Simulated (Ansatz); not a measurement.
# C3H7BFN: how energies converge with the basis set

One table from this session's results is given with a row withheld; the runs are named, their logs left out.

The runs use Ansatz 0.2.0, Gaussian basis; one geometry, several basis sets.

Plan: PBE0-D4/def2-SVP; ωB97M-V/def2-SVP; PBE0-D4/def2-QZVPP; ωB97M-V/def2-QZVPP; the functionals' def2-TZVPP values are taken from earlier runs.

### The geometry

All runs share one geometry, relaxed beforehand with PBE0-D4 in a triple-zeta def2 set.

SMILES `N=CBCCF`, 13 atoms, charge 0, spin multiplicity 1.

Atoms are counted from 1 here; the program's logs count them from 0.

Bond lengths: N1–C2 1.277 Å, N1–H7 1.025 Å, C2–B3 1.566 Å, C2–H8 1.095 Å, B3–C4 1.559 Å, B3–H9 1.202 Å, C4–C5 1.509 Å, C4–H10 1.102 Å, C4–H11 1.098 Å, C5–F6 1.389 Å, C5–H12 1.094 Å, C5–H13 1.095 Å. Angles: C2–N1–H7 109.6°, N1–C2–B3 122.7°, N1–C2–H8 115.5°, B3–C2–H8 121.7°, C2–B3–C4 125.0°, C2–B3–H9 116.1°, C4–B3–H9 118.7°, B3–C4–C5 117.4°, B3–C4–H10 106.3°, B3–C4–H11 109.1°, C5–C4–H10 109.2°, C5–C4–H11 110.3°, H10–C4–H11 103.5°, C4–C5–F6 109.5°, C4–C5–H12 112.4°, C4–C5–H13 111.7°, F6–C5–H12 107.1°, F6–C5–H13 107.4° and more.

The first run:

Contents of in.yaml:

```yaml
crystal:
  periodic: [false, false, false]
  atoms:
    - {symbol: N, position_ang: [-1.582101, 2.272686, 0.610041]}
    - {symbol: C, position_ang: [-0.968815, 1.152576, 0.638857]}
    - {symbol: B, position_ang: [-0.604337, 0.353350, -0.658087]}
    - {symbol: C, position_ang: [0.522237, -0.719745, -0.760715]}
    - {symbol: C, position_ang: [1.165791, -1.175950, 0.525387]}
    - {symbol: F, position_ang: [0.197879, -1.712195, 1.364295]}
    - {symbol: H, position_ang: [-1.854191, 2.491458, -0.353408]}
    - {symbol: H, position_ang: [-0.649488, 0.816047, 1.630555]}
    - {symbol: H, position_ang: [-1.199318, 0.663836, -1.655314]}
    - {symbol: H, position_ang: [1.294469, -0.295469, -1.422460]}
    - {symbol: H, position_ang: [0.145745, -1.583240, -1.325305]}
    - {symbol: H, position_ang: [1.916675, -1.954206, 0.361941]}
    - {symbol: H, position_ang: [1.636058, -0.343848, 1.059013]}
basis:
  gaussian: {orbitals: def2-SVP}
hamiltonian: {xc: pbe0, dispersion: d4}
output: {orbitals: {seedname: orbitals}}
```

Run with:

```sh
ansatz run in.yaml --threads 4 --pin off --events-out ev --progress --plain --max-ram 10444MiB
```

Steps of the session up to this table: PBE0-D4 in def2-SVP; ωB97M-V in def2-SVP; PBE0-D4 in def2-QZVPP; ωB97M-V in def2-QZVPP.

One table of the session follows, with a row left open; its other results are not shown here.

It belongs to the step «Functionals by basis». 

```
functional       basis  HOMO (eV)  LUMO (eV)
   PBE0-D4    def2-SVP          ?          ?
   PBE0-D4  def2-TZVPP      -7.44      -2.38
   PBE0-D4  def2-QZVPP      -7.47      -2.41
   ωB97M-V    def2-SVP      -9.61      -0.10
   ωB97M-V  def2-TZVPP      -9.82      -0.27
   ωB97M-V  def2-QZVPP      -9.86      -0.31
```

**Question.** Estimate the row for PBE0-D4, def2-SVP.

The run gave: HOMO (eV): -7.25; LUMO (eV): -2.27. In the column «HOMO (eV)» it is the highest.
